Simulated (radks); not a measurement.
**Ionisation energy and size from Li to Ne**

One table from this session's results is given with a row withheld; the runs are named, their logs left out.

Program: radks (a radial shooting solver on a logarithmic mesh, Libxc functionals) version 1. Level of theory: Dirac Kohn-Sham, PBE, spin-unpolarised, spherical densities, finite nucleus; open shells fill j = l - 1/2 first. These are calculated values, not measurements, unless marked.

## The system

```
species : Li, Be, B, C, N, O, F, Ne
runs    : 16, each species and its next ion
```

Set-up of the first run:

Input:

```text
Z 3
configuration [He] 2s1
relativity Dirac
functional pbe,pbe
spin unpolarised
j_filling energy
nucleus finite rms 2.444 fm
c 137.035999084
```

Steps of the session up to this table: Li, [He] 2s1; Li⁺, [He]; Be, [He] 2s2; Be⁺, [He] 2s1; B, [He] 2s2 2p1; B⁺, [He] 2s2; C, [He] 2s2 2p2; C⁺, [He] 2s2 2p1; N, [He] 2s2 2p3; N⁺, [He] 2s2 2p2; O, [He] 2s2 2p4; O⁺, [He] 2s2 2p3; F, [He] 2s2 2p5; F⁺, [He] 2s2 2p4; Ne, [Ne]; Ne⁺, [He] 2s2 2p5.

One of the session's tables, all rows but one given; the rest of the session is left out.

| species | Δ-SCF (eV) | −ε(HOMO) (eV) | its <r> (bohr) |
| --- | --- | --- | --- |
| Li | 5.296 | 2.874 | 3.91 |
| Be | ? | ? | ? |
| B | 8.222 | 3.608 | 2.30 |
| C | 10.865 | 5.288 | 1.80 |
| N | 13.578 | 7.079 | 1.48 |
| O | 16.411 | 9.013 | 1.27 |
| F | 19.362 | 11.086 | 1.11 |
| Ne | 22.436 | 13.298 | 0.983 |

Q: Estimate the row for Be from the others.

**Answer.** Δ-SCF (eV): 9.551; −ε(HOMO) (eV): 5.610; its <r> (bohr): 2.60. In the column «Δ-SCF (eV)» it lies between B (8.222) and C (10.865).

Spin polarisation and multiplet splitting are left out, so open shells lie too high by an amount that depends on their filling.
